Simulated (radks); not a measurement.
# Ga⁴⁺ in [Ne] 3s2 3p4 3d9 4p2: an all-electron calculation

Wanted: eigenvalues, radial structure and energy terms of the gallium ion Ga4+.

The numbers are computed with radks (a radial shooting solver on a logarithmic mesh, Libxc functionals) version 1 (Dirac Kohn-Sham, LDA (Slater exchange, Perdew-Wang correlation), spin-unpolarised, spherical densities, point nucleus; open shells are shared between the two j in proportion to 2j + 1), except any that are marked as measured or tabulated.

## 1. What is computed

- element: gallium (Z = 31)
- charge: +4
- electrons: 27
- configuration: [Ne] 3s2 3p4 3d9 4p2

The outer shells:

Ga⁴⁺
```
[Ne] core
3s [↑↓]
3p [↑↓][↑ ][↑ ]
3d [↑↓][↑↓][↑↓][↑↓][↑ ]
4p [↑ ][↑ ][  ]
```

## 2. Self-consistent calculation

Settings of this run:

```text
Z 31
configuration [Ne] 3s2 3p4 3d9 4p2 4s0 4d0 5p0 4f0
relativity Dirac
functional lda,pw
spin unpolarised
j_filling average
nucleus point
c 137.035999084
```

Launch:

```
$ python run_ks.py task.json out
```

All runs below come from this command, one after another.

**Question.** What will this run give?

**Answer**, as computed:

```
                        quantity                   value
                    total energy     -1927.50360 hartree
exchange-correlation share of it                  3.60 %
                            −T/E                  1.0196
          highest occupied level       4p3/2, -47.242 eV
    most extended occupied level  4p3/2, <r> = 1.88 bohr
 radius at density 0.001 e/bohr³               3.29 bohr
    maxima of the radial density                       3
```

**Reading.** 4 principal shells are occupied and 3 maxima appear in the radial density; where shells overlap, one shows as a shoulder or not at all. −T/E is 1.020: with relativity the kinetic term as defined here no longer equals −E. This is not the tabulated ground configuration, so its levels and sizes aren't those of the ground state, and no measured value stands beside it.
